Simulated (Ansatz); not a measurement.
**BH7N2OSn: one species, many methods**

One table from this session's results is given with a row withheld; the runs are named, their logs left out.

The runs use Ansatz 0.2.0, Gaussian basis; functionals in def2-TZVPP, the program's frozen cores in correlated methods.

Levels to be run: LDA (SPW92), PBE-D4, revPBE-D4, BLYP-D4, r2SCAN-D4, B97M-V, PBE0-D4, B3LYP-D4, r2SCANh-D4, r2SCAN0-D4, HSE06-D4, BHLYP-D4, CAM-B3LYP-D4, LC-ωPBE, ωB97X-V, ωB97M-V, B2PLYP, PBE-QIDH; CCSD(T)/def2-SVP; CCSD(T)/def2-TZVPP; MP2/def2-QZVPP; extrapolation to the limit; RPA on PBE.

### The relaxed structure

The geometry comes from an earlier relaxation with PBE0-D4 in a triple-zeta def2 set; it is a stationary point, not always the lowest conformer. Sn takes the def2 core potential; no spin-orbit term is included.

SMILES `B[NH][SnH]([NH2])[OH]`, 12 atoms, charge 0, spin multiplicity 1.

Atoms are counted from 1 here; the program's logs count them from 0.

Bond lengths: B1–N2 1.389 Å, B1–H6 1.205 Å, B1–H7 1.199 Å, N2–Sn3 2.050 Å, N2–H8 1.010 Å, Sn3–N4 2.007 Å, Sn3–O5 1.948 Å, Sn3–H9 1.700 Å, N4–H10 1.011 Å, N4–H11 1.011 Å, O5–H12 0.962 Å. Angles: N2–B1–H6 119.4°, N2–B1–H7 120.7°, H6–B1–H7 120.0°, B1–N2–Sn3 125.3°, B1–N2–H8 117.6°, Sn3–N2–H8 117.2°, N2–Sn3–N4 114.8°, N2–Sn3–O5 103.8°, N2–Sn3–H9 110.1°, N4–Sn3–O5 105.3°, N4–Sn3–H9 109.5°, O5–Sn3–H9 113.1°, Sn3–N4–H10 114.1°, Sn3–N4–H11 115.2°, H10–N4–H11 108.6°, Sn3–O5–H12 111.1°.

The first run:

File in.yaml:

```yaml
crystal:
  periodic: [false, false, false]
  atoms:
    - {symbol: B, position_ang: [-2.067096, -0.018074, -0.156954]}
    - {symbol: N, position_ang: [-0.986696, -0.743340, 0.329967]}
    - {symbol: Sn, position_ang: [0.905726, -0.005855, 0.604820]}
    - {symbol: N, position_ang: [2.167186, -0.335166, -0.921020]}
    - {symbol: O, position_ang: [0.650452, 1.924904, 0.652535]}
    - {symbol: H, position_ang: [-1.916865, 1.140769, -0.449799]}
    - {symbol: H, position_ang: [-3.141592, -0.534648, -0.287355]}
    - {symbol: H, position_ang: [-1.143350, -1.712111, 0.569625]}
    - {symbol: H, position_ang: [1.573726, -0.627430, 2.039601]}
    - {symbol: H, position_ang: [1.828122, -0.007909, -1.815992]}
    - {symbol: H, position_ang: [2.476709, -1.292216, -1.024308]}
    - {symbol: H, position_ang: [-0.269419, 2.155876, 0.492983]}
basis:
  gaussian: {orbitals: def2-TZVPP}
hamiltonian: {xc: lda}
output: {orbitals: {seedname: orbitals}}
```

Among the steps run: LDA; PBE-D4 (GGA); revPBE-D4 (GGA); BLYP-D4 (GGA); r2SCAN-D4 (meta-GGA); B97M-V (meta-GGA); PBE0-D4 (hybrid); B3LYP-D4 (hybrid); r2SCANh-D4 (hybrid); r2SCAN0-D4 (hybrid); HSE06-D4 (hybrid); BHLYP-D4 (hybrid); CAM-B3LYP-D4 (range-separated); LC-ωPBE (range-separated); ωB97X-V (range-separated); ωB97M-V (range-separated); B2PLYP (double hybrid); PBE-QIDH (double hybrid).

One table of the session follows, with a row left open; its other results are not shown here.

It belongs to the step «Orbital energies across the functionals». 

```
  functional  HOMO (eV)  gap (eV)
 LDA (SPW92)      -6.35      4.71
      PBE-D4      -6.19      4.79
   revPBE-D4      -6.12      4.83
     BLYP-D4      -6.06      4.67
   r2SCAN-D4      -6.48      5.43
      B97M-V      -6.57      5.38
     PBE0-D4          ?         ?
    B3LYP-D4      -7.35      6.59
  r2SCANh-D4      -7.01      6.31
  r2SCAN0-D4      -7.81      7.63
    HSE06-D4      -7.19      6.41
    BHLYP-D4      -8.92      9.38
CAM-B3LYP-D4      -9.02      9.56
     LC-ωPBE     -10.43     12.28
     ωB97X-V     -10.05     11.70
     ωB97M-V      -9.96     11.26
```

Q: Estimate the row for PBE0-D4 from the others.

**Answer.** HOMO (eV): -7.60; gap (eV): 7.19. In the column «HOMO (eV)» it lies between r2SCAN0-D4 (-7.81) and B3LYP-D4 (-7.35).
